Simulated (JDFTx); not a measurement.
HfB under changes of volume

One of the cells (12.326 Å³/atom); the others are scaled copies at fixed shape and fractional positions:

```xyz
2
Lattice="0.0000 2.3100 2.3100 2.3100 0.0000 2.3100 2.3100 2.3100 0.0000" Properties=species:S:1:pos:R:3 pbc="T T T"
Hf    2.3100    2.3100    2.3100
B     0.0000    0.0000    0.0000
```

| Quantity | Value |
| --- | --- |
| Program | JDFTx 1.7.0 (patched build) |
| Functional | PBE |
| Potentials or basis | PseudoDojo-SR-PBE-0.5-standard |
| Cutoff | 1034 eV |
| Density cutoff | 4136 eV |
| k mesh | 10 × 10 × 10 |
| Occupations | fermi-dirac, width 0.05 eV |
| Spin | no spin polarisation |

| volume (Å³/atom) | energy over the lowest point (meV/atom) | pressure (GPa) |
| --- | --- | --- |
| 11.587 | 289.03 | 49.9 |
| 11.833 | 217.84 | 42.9 |
| 12.080 | 156.97 | 36.5 |
| 12.326 | 105.53 | 30.7 |
| 12.573 | ? | ? |
| 12.819 | 27.74 | 20.4 |
| 13.066 | 0.00 | 15.9 |

What does the run at 12.573 Å³/atom give?

Energy over the lowest point 62.70 meV/atom; pressure 25.3 GPa.

Worked out: A Birch-Murnaghan fit of order 3 (a polynomial in V^(-2/3)) to the other rows has no minimum within the range. It gives 62.63 meV/atom at 12.573 Å³/atom, against the run's 62.70, and -dE/dV = 25.2 GPa, against 25.3.

Energies are extrapolated to zero smearing.
